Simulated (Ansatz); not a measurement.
# WS2: the cost of one run

Method: DFT PBE+D3(BJ), scalar-relativistic, plane waves, PAW, in Ansatz 0.2.0.

The COD entry's cell or inner coordinates are ideal or old and differ from later refinements, so a difference from it is no clean test against experiment.

5 further runs of the same task are left out: 3 that didn't finish, 2 set aside as unsound or not needed. Runs told in other sessions of the task aren't counted.

### Step 1. The system as given

Symmetry: P6_3/mmc, No. 194, hexagonal system. The conventional cell has a = 3.154 Å, b = 3.154 Å, c = 12.140 Å, α = 90.00°, β = 90.00°, γ = 120.00°. W (site symmetry -6m2) is surrounded by 6 S at 2.41 Å. S (site symmetry 3m) has 3 W at 2.41 Å in its first shell of neighbours.

As a file:

```
CELL_PARAMETERS angstrom
3.15421 0.00000 0.00000
-1.57710 2.73162 0.00000
0.00000 0.00000 12.13991
ATOMIC_POSITIONS crystal
W 0.33333 0.66667 0.25000
W 0.66667 0.33333 0.75000
S 0.33333 0.66667 0.62029
S 0.66667 0.33333 0.12029
S 0.33333 0.66667 0.87971
S 0.66667 0.33333 0.37971
```

It is the result of an earlier relaxation at this level (volume 17.43 Å³/atom; gap on the mesh: 0.89 eV).

### Step 2. The reference cell

The reference gives a free energy of -24385.3202 eV, pressure -0.01 GPa, largest force 0.001 eV/Å and gap on the mesh 0.89 eV. It was computed beforehand with the settings of the runs below.

### Step 3. The scan: biaxial against axial strain

The cell is strained by p along both x and y and by q along z, with fractional coordinates fixed.

### Step 4. p = -0.080, q = -0.080

Contents of input.yaml:

```yaml
crystal:
  lattice:
    - [2.901869693, 0.0, 0.0]
    - [-1.4509348465, 2.5130928726, 0.0]
    - [0.0, 0.0, 11.1687162229]
  atoms:
    - { symbol: W, position: [0.3333333333, 0.6666666667, 0.25] }
    - { symbol: W, position: [0.6666666667, 0.3333333333, 0.75] }
    - { symbol: S, position: [0.3333333333, 0.6666666667, 0.6202874187] }
    - { symbol: S, position: [0.6666666667, 0.3333333333, 0.1202874187] }
    - { symbol: S, position: [0.3333333333, 0.6666666667, 0.8797125813] }
    - { symbol: S, position: [0.6666666667, 0.3333333333, 0.3797125813] }
basis:
  ecutwfc: 420
kpoints:
  mp_grid: { grid: [12, 12, 4] }
hamiltonian:
  xc: pbe
  dispersion: d3bj
scf:
  occupations: { method: gaussian, width: 0.05 }
output:
  forces: true
  stress: true
  eigenvalues: true
```

Run with:

```bash
> ansatz run input.yaml --threads 2 --pin off --max-ram 5120MiB --backend cpu --events-out ev --progress --plain --runs-dir out
```

What time and memory should one allow on 2 threads of Intel Xeon at 2.50GHz (Skylake/Cascade Lake), shared host?

About 9.8 s, with a peak of 0.44 GiB.
